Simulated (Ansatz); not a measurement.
# Al2Cl in Ansatz: convergence with smearing width

Crystal: Al2Cl.

```
Al Cl
1.0
     3.78917    0.00000    0.00000
     0.00000    3.78917    0.00000
     0.00000    0.00000    4.76684
Al Cl
2 1
Direct
  0.49998 0.00236 0.34835
  0.99378 0.48434 0.34104
  0.99496 0.99427 0.39045
```

The cell was built by a generator and needn't be a form met in nature.

The cell isn't the ideal one: atoms moved at random, drawn with an rms of 0.05 Å.

- Program: Ansatz 0.2.0
- Task: convergence study
- Functional: PBE
- Potentials or basis: Ansatz PAW
- Cutoff: 420 eV (not typed: the program's choice for these potentials)
- k mesh: 5 × 5 × 4
- Occupations: fermi-dirac, width 0.3 eV
- Spin: no spin polarisation

These are the settings of the first run; the series varies smearing width, with any setting tied to it.

Hardware: 2 threads of Arm Neoverse V2, on a shared host.

| smearing width | energy less the tightest run, at zero smearing (meV/atom) | pressure (GPa) | largest force (eV/Å) | SCF cycles | CPU time (s) | peak memory (GiB) |
| --- | --- | --- | --- | --- | --- | --- |
| 0.3 eV | -23.96 | 50.47 | 5.060 | 8 | 4.2 | 0.34 |
| 0.2 eV | -9.39 | 50.56 | 5.056 | 8 | 3.9 | 0.34 |
| 0.15 eV | -3.87 | 50.64 | 5.047 | 8 | 3.8 | 0.33 |
| 0.1 eV | -0.90 | 50.76 | 5.038 | 8 | 3.8 | 0.33 |
| 0.05 eV | -0.74 | 50.89 | 5.042 | 8 | 3.9 | 0.34 |
| 0.025 eV | -0.45 | 50.88 | 5.046 | 8 | 3.8 | 0.34 |
| 0.01 eV | -0.09 | 50.84 | 5.040 | 8 | 3.9 | 0.33 |
| 0.005 eV | 0.00 | 50.82 | 5.032 | 8 | 3.9 | 0.33 |

Against the tightest run, the energy stays within 1 meV/atom from 0.1 eV on; the pressure stays within 0.1 GPa from 0.1 eV on. Not settled before the last step: the largest force (to 0.005 eV/Å). Narrower smearing needs a denser k mesh, so at a fixed mesh the narrowest width isn't the most accurate. The tightest run that finished is the yardstick and may itself not be fully converged.

Caveat, for the tightest run too: an odd number of electrons without spin polarisation forces a metal; a magnetic or distorted state may lie lower.
